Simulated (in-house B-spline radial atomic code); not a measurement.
**Ag⁹⁺: ionisation energy by several methods**

Aim: the ionisation energy of Ag⁹⁺ by several methods, each as the difference of two self-consistent energies (Ag⁹⁺ and the next ion, [Kr] 4d1).

The numbers are computed with in-house B-spline radial atomic code version 1 (scalar-relativistic (X2C), several functionals, spin-polarised; spherical all-electron atom at the radial basis limit), except any that are marked as measured or tabulated.

## (1) Starting point

- element: silver (Z = 47)
- charge: +9
- electrons: 38
- configuration: [Kr] 4d2
- nucleus: Fermi, rms radius 4.545 fm

Outer shells as boxes (Hund's rule):

[Kr] 4d2
```
[Kr] core
4d [↑ ][↑ ][  ][  ][  ]
```

Where spins are not typed, each open shell is filled with up spins first.

## (2) AM05, a GGA

Settings of the run:

```ini
Z = 47
electrons = 38.0
configuration = [Kr] 4d2
hamiltonian = x2c
method = am05
spin_polarised = True
nucleus = fermi
rms_radius = 4.5454
mass_number = 107
atomic_mass = 106.905091509
speed_of_light = 137.035999084
```

## (3) LDA (PW92)

Settings: those of step 2 with these lines changed.

```diff
@@ -4,3 +4,3 @@
 hamiltonian = x2c
-method = am05
+method = lda,pw
 spin_polarised = True
```

## (4) r2SCAN, a meta-GGA

Settings: those of step 3 with these lines changed.

```diff
@@ -4,3 +4,3 @@
 hamiltonian = x2c
-method = lda,pw
+method = r2scan
 spin_polarised = True
```

## (5) BLYP, a GGA

Settings: those of step 4 with these lines changed.

```diff
@@ -4,3 +4,3 @@
 hamiltonian = x2c
-method = r2scan
+method = b88,lyp
 spin_polarised = True
```

## (6) OLYP, a GGA

Settings: those of step 5 with these lines changed.

```diff
@@ -4,3 +4,3 @@
 hamiltonian = x2c
-method = b88,lyp
+method = optx,lyp
 spin_polarised = True
```

## (7) TPSS, a meta-GGA

Settings: those of step 6 with these lines changed.

```diff
@@ -4,3 +4,3 @@
 hamiltonian = x2c
-method = optx,lyp
+method = tpss,tpss
 spin_polarised = True
```

Before running: The tabulated ionisation energy is 167 ± 2.2 eV (tabulated theoretical; NIST Atomic Spectra Database). What does each method give, and which comes nearest?

The runs gave:

| method | rung | total energy (hartree) | ΔSCF (eV) | −ε highest (eV) | ΔSCF less tabulated (eV) |
| --- | --- | --- | --- | --- | --- |
| LDA (PW92) | LDA | -5286.1381 | 167.56 | 157.00 (4d up) | +0.56 |
| AM05 | GGA | -5286.4782 | 167.43 | 156.88 (4d up) | +0.43 |
| BLYP | GGA | -5291.9489 | 167.27 | 156.72 (4d up) | +0.27 |
| OLYP | GGA | -5293.3311 | 168.12 | 157.57 (4d up) | +1.12 |
| r2SCAN | meta-GGA | -5291.7189 | 167.29 | 156.96 (4d up) | +0.29 |
| TPSS | meta-GGA | -5291.5367 | 167.35 | 156.85 (4d up) | +0.35 |

What this shows: Tables give 167 ± 2.2 eV (tabulated theoretical; NIST Atomic Spectra Database) for the ionisation energy. BLYP misses by +0.27 eV, the least, and OLYP by +1.12 eV (0.67 %), the most. Mean absolute error by rung (exchange-only levels left out): LDA 0.56 eV, GGA 0.61 eV, meta-GGA 0.32 eV. The table's own uncertainty is as large as these misses, so the order means little. Relativistic terms that these runs lack can be as large as the gaps between close methods, so the nearest may be so by luck. Spin-orbit coupling is left out. Open shells are averaged (over orientations, and over spins where the run is restricted), while tables refer to the lowest levels. For the semilocal functionals minus the highest level recovers only 94 % of their own ΔSCF value, a mark of self-interaction.
